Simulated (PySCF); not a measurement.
# C8H13O3P: excited-state relaxation, vibronic structure

Programs: PySCF 2.14.0, with routines of our own; each step states its level. All values are computed. Atoms count from 0.

## (1) The starting structure

25 atoms, charge 0, multiplicity 1; geometry from: GFN2-xTB.

## (2) Optimising the geometry at PBE0/def2-SV(P)

Job settings and geometry (Å):

```
{"job": {"xc": "PBE0", "basis": "def2-SV(P)", "grid": 1, "kind": "geom"}, "charge": 0, "multiplicity": 1}
C     -2.678461     1.610302    -0.138979
C     -2.009384     0.242399    -0.105790
C     -1.162059     0.054797     1.148488
C     -0.519329    -1.323741     1.189497
P      0.536035    -1.656493    -0.276485
O     -0.104547    -2.135880    -1.507102
O      1.541443    -2.774813     0.322791
C      1.577060    -0.202555    -0.502750
C      2.451214     0.433507     0.420246
C      2.993772     1.482347    -0.250314
O      2.518834     1.541247    -1.507951
C      1.665400     0.523836    -1.654748
H     -1.932195     2.401731    -0.119764
H     -3.333233     1.735697     0.721156
H     -3.273477     1.722288    -1.041562
H     -2.771020    -0.539026    -0.145614
H     -1.370713     0.120838    -0.983229
H     -1.785452     0.188672     2.037391
H     -0.382137     0.820837     1.172339
H     -1.279705    -2.108309     1.198553
H      0.105464    -1.437680     2.075966
H      1.679423    -3.437067    -0.357339
H      2.643648     0.131709     1.429125
H      3.701075     2.233028     0.043004
H      1.177409     0.396473    -2.600410
```

On the command line:

```bash
> OMP_NUM_THREADS=4 python excited_run.py task.json out
```

This one command runs all jobs of the session in turn.

Q: Estimate the wall time and peak memory of this first job on 4 threads of Intel Xeon 6975P-C, shared host.

About 1.7 min, with a peak of 1.3 GiB.
